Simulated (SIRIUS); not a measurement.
Runs of SIRIUS 7.12.0 on HfB. It takes space group Fm-3m (No. 225, cubic). The conventional cell has a = 4.620 Å, b = 4.620 Å, c = 4.620 Å, α = 90.00°, β = 90.00°, γ = 90.00°. Hf (site symmetry m-3m) has 6 B at 2.31 Å as nearest neighbours. B (site symmetry m-3m) is surrounded by 6 Hf at 2.31 Å. 

```tsv
task	level	potentials or basis	cell	k mesh	optimizer	fmax	max steps	target pressure	gap on the mesh (eV)	pressure (GPa)	relaxed volume (Å³/atom)
single point	PBEsol	PseudoDojo 0.4.1 PBEsol standard (scalar relativistic)	as given	10 × 10 × 10	-	-	-	-	none	(a)	-
relaxation of cell and atoms	revPBE+D3(BJ)	PseudoDojo 0.4.1 PBE standard (scalar relativistic)	relaxed	7 × 7 × 7	BFGS	0.02 eV/Å	30	0 GPa	none	0.1	13.69
relaxation of cell and atoms	revPBE+D3	PseudoDojo 0.4.1 PBE standard (scalar relativistic)	relaxed	7 × 7 × 7	BFGS	0.02 eV/Å	30	0 GPa	none	0.1	13.81
relaxation of cell and atoms	revPBE+D4	PseudoDojo 0.4.1 PBE standard (scalar relativistic)	relaxed	7 × 7 × 7	BFGS	0.02 eV/Å	30	0 GPa	none	0.1	(b)
relaxation of cell and atoms	revPBE	PseudoDojo 0.4.1 PBE standard (scalar relativistic)	relaxed	7 × 7 × 7	BFGS	0.02 eV/Å	30	0 GPa	none	0.2	14.32
```

Alike in all rows: no spin polarisation; cutoff (eV) 1054; smearing fermi-dirac 0.05 eV.

Q: Estimate the missing entries.

A: (a) 24.6; (b) 13.78.

Caveats: the potentials were made for another functional, which shifts forces and pressure (some runs); pairwise dispersion overbinds metals, which lowers pressure and volume (some runs); so large a pressure means that the cell lies far from this level's equilibrium, or that cutoff or potentials fall short (some runs); the volume moved by over 15 % at a fixed basis, so the end points are rough (some runs).

A k mesh can miss the band edges, and the runs leave out spin-orbit coupling on Hf.

A gap of «none» marks a metal or a gap under the smearing width.

Not every run made on this cell is shown here.
